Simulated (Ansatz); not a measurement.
**LaB6 (CaB6 type): zero-pressure volume and bulk modulus with rPW86-PBE + rVV10**

One table from this session's results is given with a row withheld; the runs are named, their logs left out.

Program: Ansatz 0.2.0. Level of theory: DFT rPW86-PBE + rVV10, scalar-relativistic, plane waves, PAW. These are calculated values, not measurements.

1 further run of the same task is left out (set aside as unsound or not needed).

## The starting structure

Symmetry: Pm-3m, No. 221, cubic system. Conventional cell: a = 4.157 Å, b = 4.157 Å, c = 4.157 Å, α = 90.00°, β = 90.00°, γ = 90.00°. Around La (site symmetry m-3m) lie 24 B at 3.05 Å. B (site symmetry 4mm) is surrounded by 5 B at 1.66 to 1.77 Å.

As a file:

```cif
data_structure
_symmetry_space_group_name_H-M 'P 1'
_symmetry_Int_Tables_number 1
_cell_length_a 4.1570
_cell_length_b 4.1570
_cell_length_c 4.1570
_cell_angle_alpha 90.000
_cell_angle_beta 90.000
_cell_angle_gamma 90.000
_cell_volume 71.84
loop_
_atom_site_label
_atom_site_type_symbol
_atom_site_fract_x
_atom_site_fract_y
_atom_site_fract_z
_atom_site_occupancy
La1 La 0.00000 0.00000 0.00000 1
B1 B 0.19975 0.50000 0.50000 1
B2 B 0.80025 0.50000 0.50000 1
B3 B 0.50000 0.50000 0.19975 1
B4 B 0.50000 0.50000 0.80025 1
B5 B 0.50000 0.19975 0.50000 1
B6 B 0.50000 0.80025 0.50000 1
```

At PBE, an earlier run found -0.28 GPa for this cell of 10.262 Å³/atom (6×6×6 mesh), a metal on this mesh.

The first run:

input.yaml

```yaml
crystal:
  lattice:
    - [4.1569950254, 0.0, 0.0]
    - [0.0, 4.1569950254, 0.0]
    - [0.0, 0.0, 4.1569950254]
  atoms:
    - { symbol: La, position: [0.0, 0.0, 0.0] }
    - { symbol: B, position: [0.19974673, 0.5, 0.5] }
    - { symbol: B, position: [0.80025327, 0.5, 0.5] }
    - { symbol: B, position: [0.5, 0.5, 0.19974673] }
    - { symbol: B, position: [0.5, 0.5, 0.80025327] }
    - { symbol: B, position: [0.5, 0.19974673, 0.5] }
    - { symbol: B, position: [0.5, 0.80025327, 0.5] }
basis:
  ecutwfc: 420
  ecutrho_ratio: 4
kpoints:
  mp_grid: { grid: [6, 6, 6] }
hamiltonian:
  xc: { exchange: rpw86, correlation: pbe }
  dispersion: rvv10
scf:
  occupations: { method: gaussian, width: 0.05 }
output:
  forces: true
  stress: true
  eigenvalues: true
relax:
  f_tol: 0.02
  max_steps: 40
```

The run is started by

```console
ansatz run input.yaml --threads 8 --pin off --max-ram 12288MiB --backend cpu --events-out ev --progress --plain --runs-dir out
```

Among the steps run: At the given cell; Stepping to 10.303 Å³/atom; Volume × 0.98 of the new zero; Volume × 1.02 of the new zero; Volume × 0.96 of the new zero; Volume × 1.04 of the new zero.

One table of the session follows, with a row left open; its other results are not shown here.

It belongs to the step «Energy and pressure against volume». 

```
volume (Å³/atom)  energy (meV/atom)  pressure (GPa)
           9.891               9.16            7.52
          10.097               2.10            3.52
          10.303               0.00           -0.13
          10.509                  ?               ?
          10.715               8.72           -6.45
```

Estimate the missing values for volume (Å³/atom) = 10.509.

Worked estimate for «energy (meV/atom)». A straight line through the neighbours (10.303, 0.00) and (10.715, 8.72) gives 0.00 + (8.72 − 0.00) × (10.509 − 10.303) / (10.715 − 10.303) = 4.36; a parabola fitted to 3 rows on both sides gives 2.21.

**Answer.** energy (meV/atom): 2.35; pressure (GPa): -3.44. In «energy (meV/atom)» the line misses by +2.01 and the parabola by -0.14.

Limits of these values: Warnings in the runs' records: stress scf threshold loose.
